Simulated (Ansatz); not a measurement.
# As2 (SMILES [As]#[As]): levels of theory compared

Wanted: a comparison of 6 runs (BHLYP/def2-TZVPPD, CAM-B3LYP/def2-TZVPPD, HSE06/def2-TZVPPD, SVWN5/def2-TZVPPD, MP2/def2-TZVPPD, CCSD(T)/def2-TZVPPD) of As2. 

The calculation is run with Ansatz 0.2.0.

13 further runs of the same task are left out: 13 set aside as unsound or not needed.

### 1 Starting point

As2 has 2 atoms, charge 0, and is taken as a singlet. As SMILES, `[As]#[As]`. The As1–As2 distance was set to 2.716 Å, away from the relaxed value.

Bond lengths: As1–As2 2.716 Å.

### 2 A single-point energy at BHLYP/def2-TZVPPD (run 1)

Input file input.yaml:

```yaml
crystal:
  periodic: [false, false, false]
  atoms:
    - {symbol: As, position_ang: [0.000000, -0.000000, -0.624210]}
    - {symbol: As, position_ang: [-0.000000, 0.000000, 2.091490]}
basis:
  gaussian:
    orbitals: def2-TZVPPD.json
total_charge: 0
hamiltonian:
  xc: {name: BHLYP}
accuracy: high
output: {orbitals: {seedname: orbitals}}
```

The basis set def2-TZVPPD is read from a file made from the Basis Set Exchange's data (not shown).

On the command line:

```console
ansatz run input.yaml --threads 1 --pin off --max-ram 3480MiB --events-out events.jsonl --progress --plain --runs-dir runs
```

Log:

```text
Warning: RAYON_NUM_THREADS=1 ignored (pool sized by the plan → 1); use --threads N
Functional definition: BHLYP
  name "BHLYP"
  parameter a = 0.5
  exchange = (1 - a)*b88_x + a*exact_x
  correlation = lyp_c
1324 factors; integrals over basis functions are off by at most 4.7e-9 eV
mean field evaluation 1: about -121678.7699 eV, gradient 7.5e0 eV
mean field evaluation 2: about -121678.8233 eV, gradient 4.8e0 eV
mean field evaluation 4: about -121678.8488 eV, gradient 4.1e-1 eV
mean field evaluation 8: about -121678.8968 eV, gradient 3.6e-3 eV
mean field evaluation 16: about -121678.8969 eV, gradient 2.3e-6 eV
mean field -121678.89686664 eV, -4471.6169829306 hartree, gradient 7.5e-9 eV, S^2 0.000000; 1 other end points of the search recorded, 0 dependent functions left out
reference -121678.89688553 eV, -4471.6169836245 hartree; 33, 33 occupied and 75, 75 virtual orbitals, 1324 factors
Total energy: -121678.89688553 eV, -4471.6169836245 hartree
```

Run time: 7.5 s. Hardware: 1 thread of Arm Neoverse V2, shared host; peak memory 0.28 GiB.

### 3 The energy at CAM-B3LYP/def2-TZVPPD (run 2)

Input file job.yaml:

```yaml
crystal:
  periodic: [false, false, false]
  atoms:
    - {symbol: As, position_ang: [0.000000, -0.000000, -0.624210]}
    - {symbol: As, position_ang: [-0.000000, 0.000000, 2.091490]}
basis:
  gaussian:
    orbitals: def2-TZVPPD.json
accuracy: high
hamiltonian:
  xc: {name: CAM-B3LYP}
output: {orbitals: {seedname: orbitals}}
```

The basis set def2-TZVPPD is read from a file made from the Basis Set Exchange's data (not shown).

On the command line:

```console
ansatz run job.yaml --threads 1 --pin off --max-ram 3480MiB --events-out events.jsonl --progress --plain --runs-dir runs
```

Log, shortened:

```text
Warning: RAYON_NUM_THREADS=1 ignored (pool sized by the plan → 1); use --threads N
Functional definition: CAM-B3LYP
  name "CAM-B3LYP"
[...]
1324 factors; integrals over basis functions are off by at most 4.7e-9 eV
363 factors; integrals over basis functions are off by at most 1.8e-9 eV
[...]
mean field -121686.35026547 eV, -4471.8908902855 hartree, gradient 8.3e-9 eV, S^2 0.000000; 1 other end points of the search recorded, 0 dependent functions left out
reference -121686.35027887 eV, -4471.8908907779 hartree; 33, 33 occupied and 75, 75 virtual orbitals, 1324 factors
Total energy: -121686.35027887 eV, -4471.8908907779 hartree
```

It took 7.5 s on 1 thread of Arm Neoverse V2, shared host; peak memory 0.34 GiB.

Runs 3 to 5 aren't shown in full; the table further down has their settings and results.

### 4 A single-point energy at CCSD(T)/def2-TZVPPD (run 6)

Input file job.yaml:

```yaml
crystal:
  periodic: [false, false, false]
  atoms:
    - symbol: As
      position_ang: [0.000000, -0.000000, -0.624210]
    - symbol: As
      position_ang: [-0.000000, 0.000000, 2.091490]
basis:
  gaussian:
    orbitals: def2-TZVPPD.json
correlation:
  method: ccsd_t
  frozen_orbitals: {As: 9}
accuracy: high
scf:
  omitted_lower_state_checks: [cluster_reference, increment]
```

The basis set def2-TZVPPD is read from a file made from the Basis Set Exchange's data (not shown).

On the command line:

```console
ansatz run job.yaml --threads 1 --pin off --max-ram 3480MiB --events-out events.jsonl --progress --plain --runs-dir runs
```

Log, shortened:

```text
Warning: RAYON_NUM_THREADS=1 ignored (pool sized by the plan → 1); use --threads N
Functional definition: HF
  name "HF"
[...]
1324 factors; integrals over basis functions are off by at most 4.7e-9 eV
[...]
mean field -121588.32436987 eV, -4468.2885050664 hartree, gradient 8.3e-8 eV, S^2 0.000000; 6 other end points of the search recorded, 0 dependent functions left out; unrestricted orbitals would lower it
18 core orbitals not correlated: weight in the atoms' cores, before any rotation towards them, 1.000 or more for the frozen orbitals, at most 0.000 for the correlated occupied ones
reference -121588.32436987 eV, -4468.2885050664 hartree; 15, 15 occupied and 75, 75 virtual orbitals, 1324 factors
second order -13.35501525 eV of doubles, -0.00000000 eV of singles
cycle   1  -12.85904248 eV  change    5.0e-1 eV  update   2.5e-1
[...]
cycle  26  -14.68331266 eV  change   -1.1e-9 eV  update   2.3e-9
perturbative correction -1.91521573 eV, -0.0703828798 hartree
Total energy: -121604.92289826 eV, -4468.8984897337 hartree
Checks for a lower state left out: cluster_reference, increment
```

Wall time 19 s (1 thread of Arm Neoverse V2, shared host); peak memory 0.48 GiB.

### 5 Overview of the runs

```
run                  level  frozen core orbitals   energy (Eh)  HOMO energy (eV)  LUMO energy (eV)  HOMO–LUMO gap (eV)  wall time
  1      BHLYP/def2-TZVPPD                     –  -4471.616984             -7.03             -3.13                3.89      7.5 s
  2  CAM-B3LYP/def2-TZVPPD                     –  -4471.890891             -7.43             -2.93                4.50      7.5 s
  3      HSE06/def2-TZVPPD                     –  -4471.123535             -6.12             -4.22                1.90        6 s
  4      SVWN5/def2-TZVPPD                     –  -4465.137055             -5.90             -4.57                1.32      3.3 s
  5        MP2/def2-TZVPPD                    18  -4468.779293                 –                 –                   –       11 s
  6    CCSD(T)/def2-TZVPPD                    18  -4468.898490                 –                 –                   –       19 s
```

### 6 What came out

| quantity | value |
| --- | --- |
| run 6: total energy | -4468.89849 Eh |
| run 6: correlation energy (18 core orbitals frozen) | -610.0 mEh |
| run 6: (T) correction | -70.38 mEh |
| run 6: T1 diagnostic | 0.138 |

What this shows: Over runs 1, 2, 3, 4 the HOMO–LUMO gap runs from 1.32 eV (SVWN5/def2-TZVPPD) to 4.50 eV (CAM-B3LYP/def2-TZVPPD). Totals of different functionals can't be ranked against each other. In run 6 the T1 diagnostic is large, so a single reference may not serve. In runs 5, 6 the log says that unrestricted orbitals would lower the reference, so the values rest on an unstable closed-shell determinant (other closed-shell runs at this shape may share the fault). All runs together took 53 s, the longest 19 s.
